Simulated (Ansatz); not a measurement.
The system is LiTiB4.

```
Li Ti B
1.0
     3.02096    0.00000    0.00000
    -1.51048    2.61623    0.00000
     0.00000    0.00000    6.76085
Li Ti B
1 1 4
Direct
  0.00000 0.00000 0.50000
  0.00000 0.00000 0.00000
  0.33333 0.66667 0.76734
  0.66667 0.33333 0.76734
  0.33333 0.66667 0.23266
  0.66667 0.33333 0.23266
```

The cell was built by a generator and needn't be a form met in nature.

| Quantity | Value |
| --- | --- |
| Program | Ansatz 0.2.0 |
| Task | relaxation of cell and atoms |
| Functional | BLYP |
| Potentials or basis | Ansatz PAW |
| Cutoff | 420 eV (not typed: the program's choice for these potentials) |
| k mesh | 7 × 7 × 3 |
| Occupations | fermi-dirac, width 0.05 eV |
| Spin | no spin polarisation |

At the start: volume 8.91 Å³/atom.

**Question.** How do energy, volume and symmetry change on relaxing?

**Answer.** It ends after 7 steps and the volume is 9.12 Å³/atom (+2.5 %); space group P6/mmm (No. 191, to 0.05 Å).

Step by step:
| step | energy change (eV) | largest force (eV/Å) | volume (Å³) |
| --- | --- | --- | --- |
| 1 | 0.0000 | 0.1425 | 53.43 |
| 2 | -0.0144 | 0.0222 | 54.41 |
| 3 | -0.0149 | 0.0009 | 54.77 |
| 4 | -0.0152 | 0.0001 | 54.72 |
| 5 | -0.0176 | 0.0002 | 54.72 |
| 6 | -0.0175 | 0.0001 | 54.75 |
| 7 | -0.0176 | 0.0001 | 54.75 |

Final structure:
```
Li Ti B
1.0
     3.03381    0.00000    0.00000
    -1.51690    2.62735    0.00000
     0.00000    0.00000    6.86844
Li Ti B
1 1 4
Direct
  0.00000 0.00000 0.50000
  0.00000 0.00000 0.00000
  0.33333 0.66667 0.76724
  0.66667 0.33333 0.76724
  0.33333 0.66667 0.23276
  0.66667 0.33333 0.23276
```

Caveat: the plane-wave basis is chosen anew once the cell has moved, so the energies of steps on either side of that aren't comparable; the PAW data sets come from PBE, with cores solved anew for the run's functional, which leaves a small shift of forces and pressure.
